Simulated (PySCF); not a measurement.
# [RuBr2]+: relaxation and vibrations of the quartet

The task is one start of a wider search on [RuBr2]+: the quartet, from a linear start. It is relaxed, tested by its Hessian and followed downhill if it is a saddle.

Method: PBE0, basis Ru def2-SVP with ECP28, Br def2-SVP, scalar-relativistic core potentials, no spin–orbit coupling, density fitting; program: PySCF 2.14.0.

## 1. The system as given

3 atoms, charge 1, spin multiplicity 4.

Bond lengths: Ru1–Br2 2.342 Å, Ru1–Br3 2.342 Å. Angles: Br2–Ru1–Br3 180.0°.

```xyz
3
charge 1 multiplicity 4
Ru    0.0000    0.0000    0.0000
Br    0.0000    0.0000    2.3422
Br    0.0000    0.0000   -2.3422
```

## 2. Relaxation: linear start, quartet

One driver script runs all steps and calls PySCF; scf.py shows how it sets up the SCF of each step. The optimiser is the driver's own. Before each start the driver seeks the lowest SCF state from one or more starting densities and follows internal instabilities, so scf.py alone need not reach the same state.

The program finds D∞h symmetry in the start, which this walk keeps.

File scf.py:

```python
from pyscf import gto, scf, dft
mol = gto.M(atom='''
Ru     0.000000     0.000000     0.000000
Br     0.000000     0.000000     2.342200
Br     0.000000     0.000000    -2.342200''',
    basis={'Ru': 'def2-SVP', 'Br': 'def2-SVP'},
    ecp={'Ru': 'def2-SVP'},
    charge=1, spin=3)
mf = dft.UKS(mol, xc='PBE0')
mf.grids.atom_grid = (50, 194)
aux = {'Ru': 'def2-universal-JKFIT', 'Br': 'def2-universal-JKFIT'}
mf = mf.density_fit(auxbasis=aux)
mf.kernel()
```

The optimiser's trace:

| step | energy (Eh) | change (kJ/mol) | largest symmetric gradient (Eh/bohr) |
| --- | --- | --- | --- |
| 0 | -5241.657916 | 0.00 | 0.00597 |
| 1 | -5241.658152 | -0.62 | 0.00239 |
| 2 | -5241.658198 | -0.74 | 0.00018 |
| 3 | -5241.658198 | -0.74 | 0.00001 |

The walk took 12 s on 4 threads, shared host.

Positions (Å) and forces (eV/Å) along the way:

```
step 0
Ru   0.000   0.000   0.000   0.000   0.000  -0.001
Br   0.000   0.000   2.342   0.000   0.000  -0.307
Br   0.000   0.000  -2.342   0.000   0.000   0.307
step 1
Ru   0.000   0.000   0.000   0.000   0.000   0.000
Br   0.000   0.000   2.328   0.000   0.000  -0.123
Br   0.000   0.000  -2.328   0.000   0.000   0.123
step 2
Ru   0.000   0.000   0.000   0.000   0.000   0.000
Br   0.000   0.000   2.318   0.000   0.000   0.009
Br   0.000   0.000  -2.318   0.000   0.000  -0.009
step 3
Ru   0.000   0.000   0.000   0.000   0.000   0.000
Br   0.000   0.000   2.319   0.000   0.000  -0.001
Br   0.000   0.000  -2.319   0.000   0.000   0.001
```

After 3 steps and 0.7 kJ/mol it ends at D∞h: Ru–Br 2.319 Å (×2); Br–Ru–Br 180.0°.

## 3. Hessian and properties

The point is checked on the finer grid, and tightened if its gradient asks for it. The Hessian and the dipole derivatives come from central differences of analytic gradients, with steps of 0.01 bohr.

Edit scf.py of step 2 so:

```diff
@@ -4,2 +4,2 @@
-Br     0.000000     0.000000     2.342200
-Br     0.000000     0.000000    -2.342200''',
+Br    -0.000000     0.000000     2.318949
+Br     0.000000    -0.000000    -2.318949''',
@@ -10 +10 @@
-mf.grids.atom_grid = (50, 194)
+mf.grids.atom_grid = (75, 302)
```

The driver hands on the density of the step before, so the log starts near convergence.

Log of the central SCF (cycles and frontier levels):

```text
init E= -5241.65831808059
[... the frontier-level lines of each cycle are left out ...]
cycle= 1 E= -5241.65831808098  delta_E= -3.89e-10  |g|= 6.22e-06  |ddm|= 4.33e-05
cycle= 2 E= -5241.6583180813  delta_E= -3.26e-10  |g|= 5.94e-06  |ddm|= 3.99e-05
cycle= 3 E= -5241.65831808166  delta_E= -3.55e-10  |g|= 6.4e-06  |ddm|= 4.29e-05
cycle= 4 E= -5241.65831808214  delta_E= -4.86e-10  |g|= 5.75e-06  |ddm|= 6.35e-05
cycle= 5 E= -5241.65831808256  delta_E= -4.2e-10  |g|= 5.44e-06  |ddm|= 5.87e-05
cycle= 6 E= -5241.65831808278  delta_E= -2.13e-10  |g|= 5.42e-06  |ddm|= 2.7e-05
cycle= 7 E= -5241.65831808805  delta_E= -5.27e-09  |g|= 5.34e-06  |ddm|= 0.000741
cycle= 8 E= -5241.65831808903  delta_E= -9.8e-10  |g|= 5.04e-06  |ddm|= 0.00014
cycle= 9 E= -5241.65831809011  delta_E= -1.09e-09  |g|= 4.99e-06  |ddm|= 0.00016
cycle= 10 E= -5241.6583180931  delta_E= -2.99e-09  |g|= 4.91e-06  |ddm|= 0.00044
cycle= 11 E= -5241.65831809439  delta_E= -1.29e-09  |g|= 4.89e-06  |ddm|= 0.000193
cycle= 12 E= -5241.65831809531  delta_E= -9.17e-10  |g|= 4.89e-06  |ddm|= 0.000135
cycle= 13 E= -5241.65831809555  delta_E= -2.43e-10  |g|= 4.89e-06  |ddm|= 3.75e-05
cycle= 14 E= -5241.65831809564  delta_E= -8.64e-11  |g|= 4.89e-06  |ddm|= 1.19e-05
Extra cycle  E= -5241.65831809585  delta_E= -2.13e-10  |g|= 4.89e-06  |ddm|= 3.44e-05
converged SCF energy = -5241.65831809585  <S^2> = 4.0121281  2S+1 = 4.1289844
```

The whole step took 36 s.

Geometry: D∞h; Ru–Br 2.319 Å (×2); Br–Ru–Br 180.0°.

Modes, for the most abundant isotopes:

```tsv
ω (cm⁻¹)	IR (km/mol)	type
52i	3.4	bend
53	1.9	bend
221	0.0	stretch
299	1.4	stretch
```

1 mode is imaginary, the largest at 52i cm⁻¹: a saddle point, not a minimum.

Here the density breaks the symmetry of the frame, and no labels are given; pairs that should be degenerate can split.

Properties at this point:

- Dipole moment about the centre of mass: 0.00 D
- Highest occupied level: -13.81 eV
- Lowest empty level: -11.95 eV
- Rotational constants: 0.01986 cm⁻¹
- Zero-point energy (real modes): 3.4 kJ/mol
- Principal polarisabilities: 36.5, 37.0, 190.3 bohr³
- Principal traceless quadrupole moments about the centre of mass: -8.37, -6.51, 14.87 D Å
- Spin squared ⟨S²⟩: 4.012

Charges (e) and bond orders:

```
 atom  Mulliken  Löwdin  polar tensor  spin (Mulliken)  Mayer order to Ru1
  Ru1      0.55    0.01          0.55             3.11                   –
Br2,3      0.22    0.49          0.23            -0.06                1.47
```

Outer orbital energies (eV). α occupied: -17.05, -16.48, -15.57, -15.51, -15.00, -14.39, -14.38, -13.81; empty: -11.95, -5.72, -5.05, -5.00. β occupied: -27.62, -17.61, -15.97, -15.50, -15.38, -15.08, -14.54, -14.10; empty: -10.59, -10.25, -10.11, -9.69.

Mulliken populations on Ru1 (outside its core potential): s 2.58, p 6.33, d 6.53, f 0.01.

## 4. Downhill along the imaginary mode

The start is the last point, displaced along its most imaginary mode.

The program finds Cs symmetry in the start, which this walk keeps. The walk stops when the largest gradient is under 0.0003 Eh/bohr and the energy has settled too.

Edit scf.py of step 3 so:

```diff
@@ -3,3 +3,3 @@
-Ru     0.000000     0.000000     0.000000
-Br    -0.000000     0.000000     2.318949
-Br     0.000000    -0.000000    -2.318949''',
+Ru     0.006680     0.249668     0.011001
+Br    -0.004313    -0.161194     2.311846
+Br    -0.004313    -0.161194    -2.326052''',
@@ -10 +10 @@
-mf.grids.atom_grid = (75, 302)
+mf.grids.atom_grid = (50, 194)
```

The optimiser's trace:

```
step   energy (Eh)  change (kJ/mol)  largest symmetric gradient (Eh/bohr)
   0  -5241.659175             0.00                               0.01144
   1  -5241.660223            -2.75                               0.00620
   2  -5241.661862            -7.05                               0.00843
   3  -5241.667658           -22.27                               0.00966
   4  -5241.670019           -28.47                               0.01909
   5  -5241.670997           -31.04                               0.00698
   6  -5241.671508           -32.38                               0.00613
   7  -5241.672068           -33.85                               0.00211
   8  -5241.672093           -33.92                               0.00008
   9  -5241.672095           -33.92                               0.00002
```

The walk took 36 s.

End point (C2v, 9 steps, 33.9 kJ/mol gained): Ru–Br 2.271 Å (×2); Br–Ru–Br 107.7°.

## 5. Hessian and properties

As before: finer grid, then central differences.

Edit scf.py of step 4 so:

```diff
@@ -3,3 +3,3 @@
-Ru     0.006680     0.249668     0.011001
-Br    -0.004313    -0.161194     2.311846
-Br    -0.004313    -0.161194    -2.326052''',
+Ru     0.021776     0.813893     0.000628
+Br    -0.014097    -0.526888     1.833141
+Br    -0.014022    -0.524062    -1.833951''',
@@ -10 +10 @@
-mf.grids.atom_grid = (50, 194)
+mf.grids.atom_grid = (75, 302)
```

Log of the central SCF (cycles and frontier levels):

```text
init E= -5241.67222960901
[... the frontier-level lines of each cycle are left out ...]
cycle= 1 E= -5241.67222960901  delta_E= 9.09e-13  |g|= 2.55e-05  |ddm|= 5.73e-05
cycle= 2 E= -5241.6722296053  delta_E= 3.72e-09  |g|= 8.81e-05  |ddm|= 0.000111
cycle= 3 E= -5241.67222960964  delta_E= -4.35e-09  |g|= 6.64e-06  |ddm|= 8.53e-05
cycle= 4 E= -5241.67222960972  delta_E= -8e-11  |g|= 4.57e-06  |ddm|= 1.64e-05
Extra cycle  E= -5241.67222960987  delta_E= -1.46e-10  |g|= 5.08e-06  |ddm|= 3.17e-05
converged SCF energy = -5241.67222960987  <S^2> = 3.7852393  2S+1 = 4.017581
```

The whole step took 32 s.

Geometry: C2v; Ru–Br 2.271 Å (×2); Br–Ru–Br 107.7°.

Modes, for the most abundant isotopes:

| symmetry | ω (cm⁻¹) | IR (km/mol) | μ (u) |
| --- | --- | --- | --- |
| a1 | 74 | 1.1 | 83.42 |
| a1 | 310 | 7.8 | 86.07 |
| b2 | 344 | 31.8 | 89.01 |

All wavenumbers are real: a minimum.

Constants and moments:

| Item | Value |
| --- | --- |
| Dipole moment about the centre of mass | 2.83 D |
| Highest occupied level | -13.41 eV |
| Lowest empty level | -10.66 eV |
| Rotational constants | 0.1516, 0.03177, 0.02627 cm⁻¹ |
| Zero-point energy | 4.4 kJ/mol |
| Principal polarisabilities | 47.2, 51.4, 103.0 bohr³ |
| Principal traceless quadrupole moments about the centre of mass | -9.68, 2.46, 7.22 D Å |
| Entropy at 298.15 K and 1 bar (electronic part: spin only) | 332.7 J/(mol K) |
| Heat capacity Cp at 298.15 K | 55.0 J/(mol K) |
| Enthalpy at 298.15 K above 0 K | 14.02 kJ/mol |
| Rotational symmetry number | 2 |
| Spin squared ⟨S²⟩ | 3.785 |

Charges (e) and bond orders:

| atom | Mulliken | Löwdin | polar tensor | spin (Mulliken) | Mayer order to Ru1 |
| --- | --- | --- | --- | --- | --- |
| Ru1 | 0.63 | -0.02 | 1.25 | 2.53 | – |
| Br2,3 | 0.18 | 0.51 | -0.12 | 0.24 | 1.58 |

Outer orbital energies (eV). α occupied: -17.08, -16.73, -16.70, -14.78, -14.52, -14.44, -13.86, -13.83; empty: -10.66, -7.51, -4.84, -3.12. β occupied: -27.49, -16.90, -16.83, -16.00, -15.06, -14.80, -14.32, -13.41; empty: -10.25, -10.15, -9.74, -9.67.

Mulliken populations on Ru1 (outside its core potential): s 2.40, p 6.31, d 6.65, f 0.01.

## 6. All stationary points

| spin | group | bonds | imaginary modes (cm⁻¹) | ΔE (kJ/mol) | with zero-point energy |
| --- | --- | --- | --- | --- | --- |
| quartet | C2v | Ru–Br 2.271 Å (×2) | none | 0.0 | 0.0 |
| quartet | D∞h (density of lower symmetry) | Ru–Br 2.319 Å (×2) | 52i | 36.5 | – |

## 7. Outcome

```
                                          quantity                                value
                                           minimum                         quartet, C2v
                                          geometry  Ru–Br 2.271 Å (×2); Br–Ru–Br 107.7°
                                wavenumbers (cm⁻¹)          74 (a1), 310 (a1), 344 (b2)
                    dipole moment (centre of mass)                               2.83 D
highest occupied, lowest empty level (either spin)                    -13.41, -10.66 eV
                        polar-tensor charge of Ru1                              +1.25 e
                                 zero-point energy                           4.4 kJ/mol
                               entropy at 298.15 K                      332.7 J/(mol K)
                                              ⟨S²⟩                                3.785
```

The linear start (D∞h) ends in a minimum of C2v symmetry, after a stop at a saddle point 36.5 kJ/mol higher, from which it was pushed off along an imaginary mode. The strongest infrared band lies at 344 cm⁻¹ (b2, stretch). Most of the spin sits on Ru1 (Mulliken spin 2.53, against 3 for the whole molecule). Other starts or spin states, not run here, may lie lower. Modes under about 90 cm⁻¹ are uncertain by tens of cm⁻¹. One determinant may miss the lowest occupation of an open d or f shell.

The search up to here took 2.3 min on 4 threads, shared host.
